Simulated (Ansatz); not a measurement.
Molecular dynamics of In$_{8}$BSb$_{8}$Cl$_{3}$

The input (input.yaml):

```yaml
accuracy: low
crystal:
  lattice:
    - [9.161558, 0.0, 0.0]
    - [0.0, 6.4782, 0.0]
    - [0.0, 0.0, 19.871169]
  atoms:
    - { symbol: In, position: [0.0, 0.0, 0.0503242] }
    - { symbol: Sb, position: [0.0, 0.25, 0.1655861] }
    - { symbol: In, position: [0.75, 0.5, 0.1655861] }
    - { symbol: Sb, position: [0.25, 0.75, 0.0503242] }
    - { symbol: In, position: [0.25, 0.5, 0.1655861] }
    - { symbol: Sb, position: [0.75, 0.75, 0.0503242] }
    - { symbol: In, position: [0.5, 0.0, 0.0503242] }
    - { symbol: Sb, position: [0.5, 0.25, 0.1655861] }
    - { symbol: In, position: [0.5, 0.0, 0.2808481] }
    - { symbol: Sb, position: [0.5, 0.25, 0.39611] }
    - { symbol: In, position: [0.25, 0.5, 0.39611] }
    - { symbol: Sb, position: [0.75, 0.75, 0.2808481] }
    - { symbol: In, position: [0.75, 0.5, 0.39611] }
    - { symbol: Sb, position: [0.25, 0.75, 0.2808481] }
    - { symbol: In, position: [0.0, 0.0, 0.2808481] }
    - { symbol: Sb, position: [0.0, 0.25, 0.39611] }
    - { symbol: B, position: [0.2576628, 0.2729423, 0.662524] }
    - { symbol: Cl, position: [0.2096146, 0.5327981, 0.6756586] }
    - { symbol: Cl, position: [0.122563, 0.0841695, 0.6756586] }
    - { symbol: Cl, position: [0.4408107, 0.2018594, 0.6756586] }
basis:
  ecutwfc: 420.0
kpoints:
  mp_grid: { grid: [2, 3, 1] }
hamiltonian:
  xc: pbe
  pseudopotentials: { kind: paw, azcp: { folder: soft_1 } }
scf:
  occupations: { method: fermi_dirac, width: 0.15 }
  lower_state_search: "off"
md:
  timestep: 1
  n_steps: 160
  ensemble: nve
  initial_velocities: zero
  seed: 276879
  initial_site_velocities:
    - { site: 16, velocity: [0.0, 0.0, -0.008117] }
    - { site: 17, velocity: [0.0, 0.0, -0.008117] }
    - { site: 18, velocity: [0.0, 0.0, -0.008117] }
    - { site: 19, velocity: [0.0, 0.0, -0.008117] }
  constraints: [{ sites: [0, 3, 5, 6] }]
```

Launched with:

```bash
$ ansatz run input.yaml --threads 4 --pin off --max-ram 10240MiB --backend cpu --events-out ev --progress --plain --runs-dir out
```

It starts from an unrelaxed structure (largest force component 1.87 eV/Å).

Output, in part (step lines):

```
md step     0: t =     0.00 fs  T =   193.4 K  F+E_penalty+E_count = -100054.83478547 eV  E_kin = 0.400018 eV  conserved = -100054.43476781 eV  (11 SCF iters)
md step     1: t =     1.00 fs  T =   194.4 K  F+E_penalty+E_count = -100054.83677220 eV  E_kin = 0.402001 eV  conserved = -100054.43477155 eV  (6 SCF iters)
md step     2: t =     2.00 fs  T =   197.1 K  F+E_penalty+E_count = -100054.84245110 eV  E_kin = 0.407669 eV  conserved = -100054.43478207 eV  (6 SCF iters)
md step     3: t =     3.00 fs  T =   201.6 K  F+E_penalty+E_count = -100054.85166127 eV  E_kin = 0.416863 eV  conserved = -100054.43479875 eV  (6 SCF iters)
md step     4: t =     4.00 fs  T =   207.6 K  F+E_penalty+E_count = -100054.86414210 eV  E_kin = 0.429321 eV  conserved = -100054.43482090 eV  (6 SCF iters)
md step     5: t =     5.00 fs  T =   215.0 K  F+E_penalty+E_count = -100054.87954315 eV  E_kin = 0.444695 eV  conserved = -100054.43484769 eV  (3 SCF iters)
md step     6: t =     6.00 fs  T =   223.7 K  F+E_penalty+E_count = -100054.89743737 eV  E_kin = 0.462559 eV  conserved = -100054.43487811 eV  (2 SCF iters)
md step     7: t =     7.00 fs  T =   233.3 K  F+E_penalty+E_count = -100054.91733690 eV  E_kin = 0.482426 eV  conserved = -100054.43491108 eV  (2 SCF iters)
[... lines left out ...]
md step   159: t =   159.00 fs  T =   736.5 K  F+E_penalty+E_count = -100055.95822694 eV  E_kin = 1.523233 eV  conserved = -100054.43499347 eV  (3 SCF iters)
md step   160: t =   160.00 fs  T =   742.4 K  F+E_penalty+E_count = -100055.97040416 eV  E_kin = 1.535381 eV  conserved = -100054.43502346 eV  (6 SCF iters)
```

The steps, from the saved trajectory:

```tsv
time (fs)	T (K)	potential energy less start (eV)	conserved less start (meV/atom)
0	193	0.000	0.00
5	215	-0.045	0.00
10	265	-0.149	-0.01
15	314	-0.249	-0.02
20	336	-0.294	-0.02
25	324	-0.271	-0.02
30	295	-0.210	-0.01
35	278	-0.176	0.00
40	301	-0.222	0.00
45	361	-0.348	-0.01
50	433	-0.496	-0.02
55	484	-0.601	-0.02
60	500	-0.634	-0.02
65	487	-0.608	-0.01
70	471	-0.574	0.00
75	481	-0.594	0.00
80	529	-0.694	-0.01
85	601	-0.844	-0.01
90	668	-0.981	-0.02
95	704	-1.056	-0.02
100	703	-1.054	-0.02
105	680	-1.006	-0.01
110	665	-0.974	0.00
115	683	-1.013	0.00
120	735	-1.120	-0.01
125	793	-1.240	-0.02
130	828	-1.312	-0.02
135	824	-1.304	-0.02
140	787	-1.228	-0.01
145	741	-1.132	-0.01
150	713	-1.074	0.00
155	716	-1.082	-0.01
160	742	-1.136	-0.01
```

All steps were run. The conserved energy stayed within 0.023 meV per atom of its start (net change -0.013 meV per atom), so the integration is sound. A run of 0.16 ps of so small a system gives no equilibrium averages. Limits of this set-up: coarse k mesh, slab without dipole correction, no dispersion correction for a molecule that may bind weakly, a typed lattice constant that wasn't relaxed here, low accuracy level.

Mean squared displacements from the first frame to the last: In 0.11 Å², Sb 0.13 Å², B 1.52 Å², Cl 1.72 Å².

Last frame:

```xyz
20
Lattice="9.1616 0.0000 0.0000 0.0000 6.4782 0.0000 0.0000 0.0000 19.8712" Properties=species:S:1:pos:R:3
In 0.000 0.000 1.000
Sb 0.000 1.817 3.190
In 6.871 3.476 3.433
Sb 2.290 4.859 1.000
In 2.290 3.476 3.433
Sb 6.871 4.859 1.000
In 4.581 0.000 1.000
Sb 4.581 1.817 3.190
In 4.581 0.338 5.725
Sb 4.581 1.440 8.494
In 2.290 2.882 7.541
Sb 6.871 5.075 5.704
In 6.871 2.879 7.542
Sb 2.291 5.075 5.702
In 0.000 0.338 5.725
Sb 0.000 1.440 8.497
B 2.362 1.764 11.931
Cl 1.968 3.461 12.088
Cl 1.089 0.577 12.130
Cl 4.025 1.256 12.129
```

Time of the run: 37 min on 4 threads of Intel(R) Xeon(R) Platinum 8259CL CPU @ 2.50GHz (Skylake/Cascade Lake), with other jobs on the host, peak memory 3.4 GiB.
